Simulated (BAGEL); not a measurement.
# [CH4BCl2]− (SMILES Cl[BH2-]CCl) at RI-MP2/cc-pVDZ (density fitting with qzvpp-jkfit)

What is the energy change on altering one bond length of [CH4BCl2]− at RI-MP2/cc-pVDZ (density fitting with qzvpp-jkfit)? 

The calculation is run with BAGEL 1.2.2.

4 further runs of the same task are left out: 2 that didn't finish, 2 set aside as unsound or not needed. Runs told in other sessions of the task aren't counted.

## 1. The molecule

The species is [CH4BCl2]− (8 atoms), meant as a singlet with charge -1. SMILES: `Cl[BH2-]CCl`. The shape is that of a GFN2-xTB optimisation. This is one conformer, not always the lowest.

Bond lengths: Cl1–B2 1.878 Å, B2–C3 1.636 Å, C3–Cl4 1.787 Å, B2–H5 1.199 Å, B2–H6 1.206 Å, C3–H7 1.092 Å, C3–H8 1.094 Å. Some angles: Cl1–B2–C3 108.6°, B2–C3–Cl4 115.5°, Cl1–B2–H5 107.5°, Cl1–B2–H6 106.4°, C3–B2–H5 113.3°, C3–B2–H6 107.7°, B2–C3–H7 112.9°, B2–C3–H8 110.7°, Cl4–C3–H7 104.7°, Cl4–C3–H8 104.3°.

## 2. A single-point energy at RI-MP2/cc-pVDZ (density fitting with qzvpp-jkfit)

calc.json

```json
{ "bagel": [

{
  "title": "molecule",
  "basis": "cc-pvdz.json",
  "df_basis": "qzvpp-jkfit",
  "angstrom": true,
  "geometry": [
    { "atom": "Cl", "xyz": [      -1.861810,       1.172250,       0.212220 ] },
    { "atom": "B", "xyz": [      -0.017030,       0.837840,       0.103280 ] },
    { "atom": "C", "xyz": [       0.216930,      -0.779390,       0.023380 ] },
    { "atom": "Cl", "xyz": [       0.037740,      -1.503870,      -1.600540 ] },
    { "atom": "H", "xyz": [       0.400710,       1.424710,      -0.855170 ] },
    { "atom": "H", "xyz": [       0.461980,       1.226640,       1.139520 ] },
    { "atom": "H", "xyz": [      -0.475420,      -1.340620,       0.654700 ] },
    { "atom": "H", "xyz": [       1.236900,      -1.037570,       0.322610 ] }
  ]
},

{ "title": "hf", "charge": -1 },

{ "title": "mp2", "charge": -1, "ncore": 12 }

]}
```

The basis set cc-pVDZ is read from a file made from the Basis Set Exchange's data (not shown).

Launch:

```console
$ BAGEL_NUM_THREADS=1 BAGEL calc.json > calc.out
```

Standard output:

```text
* using 1 threads per process

  ===============================================================
  ===============================================================

  *** Geometry ***

  { "atom" : "Cl", "xyz" : [     -3.518311,      2.215231,      0.401038 ] },
  { "atom" : "B", "xyz" : [     -0.032182,      1.583288,      0.195171 ] },
  { "atom" : "C", "xyz" : [      0.409938,     -1.472834,      0.044182 ] },
  { "atom" : "Cl", "xyz" : [      0.071318,     -2.841902,     -3.024582 ] },
  { "atom" : "H", "xyz" : [      0.757232,      2.692312,     -1.616037 ] },
  { "atom" : "H", "xyz" : [      0.873016,      2.318014,      2.153381 ] },
  { "atom" : "H", "xyz" : [     -0.898414,     -2.533405,      1.237204 ] },
  { "atom" : "H", "xyz" : [      2.337402,     -1.960723,      0.609645 ] },

  Number of auxiliary basis functions:      478

  Since a DF basis is specified, we compute 2- and 3-index integrals:
    o Being stored without compression. Storage requirement is 0.027 GB

  Number of basis functions:       84
  Number of electrons      :       49

    * METHOD: MOLECULE                             0.55

  *** RHF ***

  === Nuclear Repulsion ===
   181.2843420913

      * DIIS with orbital gradients will be used.

  === RHF iteration (cc-pvdz.json) ===
      0       -983.84122938          0.01241537           0.19
      1       -983.94445514          0.00486503           0.16
      2       -983.95776086          0.00139654           0.16
      3       -983.95897401          0.00025633           0.15
      4       -983.95903740          0.00006390           0.16
      5       -983.95904080          0.00001495           0.17
      6       -983.95904116          0.00000505           0.17
      7       -983.95904121          0.00000146           0.21
      8       -983.95904121          0.00000054           0.17
      9       -983.95904121          0.00000020           0.16
     10       -983.95904121          0.00000007           0.16
     11       -983.95904121          0.00000003           0.16
     12       -983.95904121          0.00000001           0.16
    * SCF iteration converged.

    * Permanent dipole moment:
           (   -0.235443,     1.211859,     0.101044) a.u.

    * METHOD: HF                                   2.58

  *** RHF ***

  === Nuclear Repulsion ===
   181.2843420913

      * DIIS with orbital gradients will be used.

  === RHF iteration (cc-pvdz.json) ===
      0       -983.95904121          0.00000000           0.16
    * SCF iteration converged.

    * Permanent dipole moment:
           (   -0.235443,     1.211859,     0.101044) a.u.

  === DF-MP2 calculation ===

    * freezing 12 orbitals
    * 3-index integral transformation done
    * assembly done

      MP2 correlation energy:   -0.5231536293      0.10

      MP2 total energy:       -984.4821948423

    * METHOD: MP2                                  0.44

  ===============================================================
```

Run time: 4.2 s. Hardware: 1 thread of AMD EPYC, shared host; peak memory 0.12 GiB.

## 3. The distorted shape

job.json

```json
{ "bagel" : [

{
  "title" : "molecule",
  "basis" : "cc-pvdz.json",
  "df_basis" : "qzvpp-jkfit",
  "angstrom" : true,
  "geometry" : [
    { "atom" : "Cl", "xyz" : [      -1.307900,       1.621258,      -0.292863 ] },
    { "atom" : "B", "xyz" : [       0.536880,       1.286848,      -0.401803 ] },
    { "atom" : "C", "xyz" : [       0.770840,      -0.330382,      -0.481703 ] },
    { "atom" : "Cl", "xyz" : [       0.591650,      -1.054862,      -2.105623 ] },
    { "atom" : "H", "xyz" : [       0.954620,       1.873718,      -1.360253 ] },
    { "atom" : "H", "xyz" : [       1.015890,       1.675648,       0.634437 ] },
    { "atom" : "H", "xyz" : [      -0.475420,      -1.340620,       0.654700 ] },
    { "atom" : "H", "xyz" : [       1.790810,      -0.588562,      -0.182473 ] }
  ]
},

{
  "title" : "hf",
  "charge" : -1
},

{
  "title" : "mp2",
  "charge" : -1,
  "ncore" : 12
}

]}
```

The basis set cc-pVDZ is read from a file made from the Basis Set Exchange's data (not shown).

Launch:

```console
$ BAGEL_NUM_THREADS=1 BAGEL job.json > job.out
```

Standard output:

```text
* using 1 threads per process

  ===============================================================
  ===============================================================

  *** Geometry ***

  { "atom" : "Cl", "xyz" : [     -2.471573,      3.063734,     -0.553431 ] },
  { "atom" : "B", "xyz" : [      1.014556,      2.431790,     -0.759298 ] },
  { "atom" : "C", "xyz" : [      1.456676,     -0.624331,     -0.910287 ] },
  { "atom" : "Cl", "xyz" : [      1.118056,     -1.993400,     -3.979051 ] },
  { "atom" : "H", "xyz" : [      1.803970,      3.540814,     -2.570506 ] },
  { "atom" : "H", "xyz" : [      1.919754,      3.166516,      1.198912 ] },
  { "atom" : "H", "xyz" : [     -0.898414,     -2.533405,      1.237204 ] },
  { "atom" : "H", "xyz" : [      3.384140,     -1.112221,     -0.344824 ] },

  Number of auxiliary basis functions:      478

  Since a DF basis is specified, we compute 2- and 3-index integrals:
    o Being stored without compression. Storage requirement is 0.027 GB

  Number of basis functions:       84
  Number of electrons      :       49

    * METHOD: MOLECULE                             0.65

  *** RHF ***

  === Nuclear Repulsion ===
   178.4063111176

      * DIIS with orbital gradients will be used.

  === RHF iteration (cc-pvdz.json) ===
      0       -983.68671672          0.01243227           0.23
      1       -983.80039845          0.00579067           0.14
      2       -983.82108663          0.00180963           0.14
      3       -983.82369188          0.00054896           0.14
      4       -983.82401032          0.00013806           0.14
      5       -983.82404515          0.00004457           0.14
      6       -983.82404959          0.00001281           0.16
      7       -983.82404993          0.00000342           0.20
      8       -983.82404995          0.00000141           0.17
      9       -983.82404995          0.00000060           0.16
     10       -983.82404995          0.00000027           0.15
     11       -983.82404995          0.00000010           0.16
     12       -983.82404995          0.00000003           0.15
     13       -983.82404995          0.00000001           0.16
     14       -983.82404995          0.00000000           0.16
    * SCF iteration converged.

    * Permanent dipole moment:
           (   -0.687930,     0.757100,     0.764374) a.u.

    * METHOD: HF                                   2.79

  *** RHF ***

  === Nuclear Repulsion ===
   178.4063111176

      * DIIS with orbital gradients will be used.

  === RHF iteration (cc-pvdz.json) ===
      0       -983.82404995          0.00000000           0.16
    * SCF iteration converged.

    * Permanent dipole moment:
           (   -0.687929,     0.757100,     0.764374) a.u.

  === DF-MP2 calculation ===

    * freezing 12 orbitals
    * 3-index integral transformation done
    * assembly done

      MP2 correlation energy:   -0.5373472928      0.09

      MP2 total energy:       -984.3613972477

    * METHOD: MP2                                  0.44

  ===============================================================
```

It took 4.5 s on 1 thread of AMD EPYC, shared host; peak memory 0.12 GiB.

## 4. Results

At RI-MP2/cc-pVDZ (density fitting with qzvpp-jkfit), 12 core orbitals frozen:

```
                                                         quantity          value
                                        first shape: total energy  -984.48219 Eh
        first shape: correlation energy (12 core orbitals frozen)     -523.2 mEh
                                    distorted shape: total energy  -984.36140 Eh
    distorted shape: correlation energy (12 core orbitals frozen)     -537.3 mEh
energy change with the C3–H7 bond stretched from 1.092 to 1.966 Å       3.287 eV
```

With the C3–H7 bond stretched from 1.092 to 1.966 Å the energy rises by 3.29 eV (317 kJ/mol). The first shape isn't relaxed at this level, so the change isn't measured from a minimum.
